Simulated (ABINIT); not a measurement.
WS2:

```
CELL_PARAMETERS angstrom
3.18000 0.00000 0.00000
-1.59000 2.75396 0.00000
0.00000 0.00000 12.50000
ATOMIC_POSITIONS crystal
S 0.33333 0.66667 0.62500
S 0.66667 0.33333 0.12500
S 0.33333 0.66667 0.87500
S 0.66667 0.33333 0.37500
W 0.33333 0.66667 0.25000
W 0.66667 0.33333 0.75000
```

Base run:

```yaml
Program: ABINIT 10.8.3 (patched build)
Functional: PBE
Potentials_or_basis: PseudoDojo NC SR PBE v0.4.1 standard
Cutoff: 1007 eV
k_mesh: 8 × 8 × 4, shifted
Occupations: fixed
Spin: no spin polarisation
```

Its results: pressure 2.3 GPa; largest force 0.134 eV/Å; electronic dielectric tensor (diagonal) 13.73, 13.73, 5.65.

Q: The run is repeated on the same cell with these changes: functional from PBE to LDA; potentials or basis from PseudoDojo NC SR PBE v0.4.1 standard to PseudoDojo NC SR LDA v0.4.1 standard; cutoff from 1007 eV to 952 eV. What comes out?

A: Pressure -5.9 GPa; largest force 0.388 eV/Å; electronic dielectric tensor (diagonal) 13.91, 13.91, 5.92.

Caveats: this functional lacks dispersion, which binds the layers, so the pressure and a relaxed spacing across them are unreliable (some runs); the cell is more than 3 GPa from zero pressure, which shifts response properties (some runs).

Not every run made on this cell is shown here.
